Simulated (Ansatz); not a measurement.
**YHg: a single-point run**

Aim: a sound single-point run of YHg. The structure is shown as the input types it.

Computed with Ansatz 0.2.0 (Kohn-Sham DFT, with the functional, basis and potentials that each input names, unless a step's input says otherwise).

1 further run of the same task is left out (it didn't finish).

### Step 1. Starting point

The structure is cubic, space group Pm-3m (No. 221). Conventional cell: a = 3.666 Å, b = 3.666 Å, c = 3.666 Å, α = 90.00°, β = 90.00°, γ = 90.00°. Around Y (site symmetry m-3m) lie 8 Hg at 3.17 Å. Around Hg (site symmetry m-3m) lie 8 Y at 3.17 Å.

As a file:

```
CELL_PARAMETERS angstrom
3.66597 0.00000 0.00000
0.00000 3.66597 0.00000
0.00000 0.00000 3.66597
ATOMIC_POSITIONS crystal
Y 0.50000 0.50000 0.50000
Hg 0.00000 0.00000 0.00000
```

### Step 2. Input and run

Input file input.yaml:

```yaml
crystal:
  lattice:
    - [3.66596749795, 0.0, 0.0]
    - [0.0, 3.66596749795, 0.0]
    - [0.0, 0.0, 3.66596749795]
  atoms:
    - { symbol: "Y", position: [0.5, 0.5, 0.5] }
    - { symbol: Hg, position: [0.0, 0.0, 0.0] }
kpoints:
  mp_grid: { grid: [10, 10, 10] }
scf:
  occupations: { method: fermi_dirac, width: 0.08 }
  max_iter: 60
hamiltonian:
  xc: pbesol
  pseudopotentials: { kind: paw }
  hubbard: { sites: [{ species: "Y", l: d, u_eff: -5.0 }] }
output:
  forces: true
  stress: true
  eigenvalues: true
  eigenstates:
    nscf_kmesh: { grid: [16, 16, 16] }
    de_dk: true
    e_range: [-14, 14]
  optics:
    e_range: [0, 20]
    de: 0.2
    sigma: 0.25
    bands: { spectra_wanted_up_to: 20 }
    nscf_kmesh: { grid: [16, 16, 16] }
    drude_damping: 0.1
checkpoint:
  write: ck
  write_wavefunctions: false
```

Started as:

```sh
$ ansatz run input.yaml --threads 1 --pin off --max-ram 3072MiB --backend cpu --events-out ev --progress --plain --runs-dir out
```

**Question.** How will this run end, and is anything wrong with its input?

The program finished normally, with warnings (optics on partly filled bands). Convergence says nothing about whether the input makes sense.

In the input, hamiltonian.hubbard.sites is [{species: Y, l: d, u_eff: -5.0}]. A U of this value distorts the shell's occupations and the levels near the Fermi energy.

The test: delete hamiltonian.hubbard.sites.
